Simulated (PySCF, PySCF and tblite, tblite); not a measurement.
**C4H7NO2: a path driven as rotation about a bond, and NMR exchange**

One table from this session's results is given with a row withheld; the runs are named, their logs left out.

Programs: PySCF 2.14.0 with density-fitted response routines of our own, and tblite 0.8.0. All values are computed, except where a source is named. Atoms count from 0 throughout.

## The molecule as given

14 atoms, charge 0, multiplicity 1; geometry from: force field or distance geometry start.

Bonds of the start (Å): C0–H7 1.09, C0–H8 1.09, C0–H9 1.10, C0–O1 1.42, C2–C3 1.36, C2–H10 1.08, C3–H11 1.07, C3–N4 1.38, C5–H13 1.09, C5–O6 1.23, N4–C5 1.39, N4–H12 1.02, O1–C2 1.35.

The first run:

Job settings and geometry (Å):

```
{"job": {"xc": "GFN2-xTB", "basis": "xTB", "kind": "relax"}, "charge": 0, "multiplicity": 1}
C      2.482200    -0.073200    -0.069900
O      1.817900    -0.763900     0.978400
C      0.467800    -0.681300     1.047800
C     -0.377900    -0.006900     0.225800
N     -1.736800    -0.025200     0.436000
C     -2.624600     0.647100    -0.388800
O     -2.340800     1.328800    -1.369400
H      3.555900    -0.237900     0.030700
H      2.160100    -0.455700    -1.043300
H      2.291400     1.006300     0.010400
H      0.112100    -1.258300     1.893200
H     -0.032800     0.561600    -0.615400
H     -2.118700    -0.546900     1.218500
H     -3.656400     0.505200    -0.052700
```

Launch:

```console
> OMP_NUM_THREADS=1 python ens_run.py task.json out
```

This one command runs the whole study; its stages follow in the order run.

Among the steps run: GFN2-xTB relaxation, start minimum; Relaxed scan, rotation; Nudged elastic band, leg 1; Saddle search, leg 1; Saddle search, other pyramid; DFT refinement, start: B3LYP-D3(BJ)/def2-SVP; Shieldings, start: BHandHLYP/pcSseg-1; Shieldings, saddle of leg 1: BHandHLYP/pcSseg-1; Shieldings, end: BHandHLYP/pcSseg-1; Kinetics and line shapes; Shieldings, start: BHandHLYP/STO-3G; Single-point energy, saddle of leg 1: BHandHLYP/STO-3G; Shieldings, end: BHandHLYP/STO-3G; Second level: BHandHLYP/STO-3G + D3(BJ).

One of the session's tables, all rows but one given; the rest of the session is left out.

It belongs to the step «Second level: BHandHLYP/STO-3G + D3(BJ)». Barriers by level (kcal/mol; entropies in cal/(mol K)). Zero-point and thermal terms come from xTB in every row. ΔG‡ leaves symmetry out; the rate counts equivalent paths (a factor of 2); effective ΔG‡, where given, is the barrier that would give that rate by Eyring's equation alone:

| level | ΔE‡ | with zero-point | ΔH‡ | ΔG‡ (298 K) | ΔE of reaction |
| --- | --- | --- | --- | --- | --- |
| GFN2-xTB | 5.89 | 5.35 | 5.01 | 5.75 | 2.09 |
| B3LYP-D3(BJ)/def2-SVP | ? | ? | ? | ? | ? |
| BHandHLYP/pcSseg-1 + D3(BJ) | 2.97 | 2.43 | 2.09 | 2.83 | 1.06 |
| BHandHLYP/STO-3G + D3(BJ) | 5.55 | 5.01 | 4.67 | 5.42 | 1.28 |

Estimate the missing values for B3LYP-D3(BJ)/def2-SVP.

As computed: ΔE‡: 4.55; with zero-point: 4.01; ΔH‡: 3.67; ΔG‡ (298 K): 4.41; ΔE of reaction: 1.00. In the column «ΔE‡» it lies between BHandHLYP/pcSseg-1 + D3(BJ) (2.97) and BHandHLYP/STO-3G + D3(BJ) (5.55).
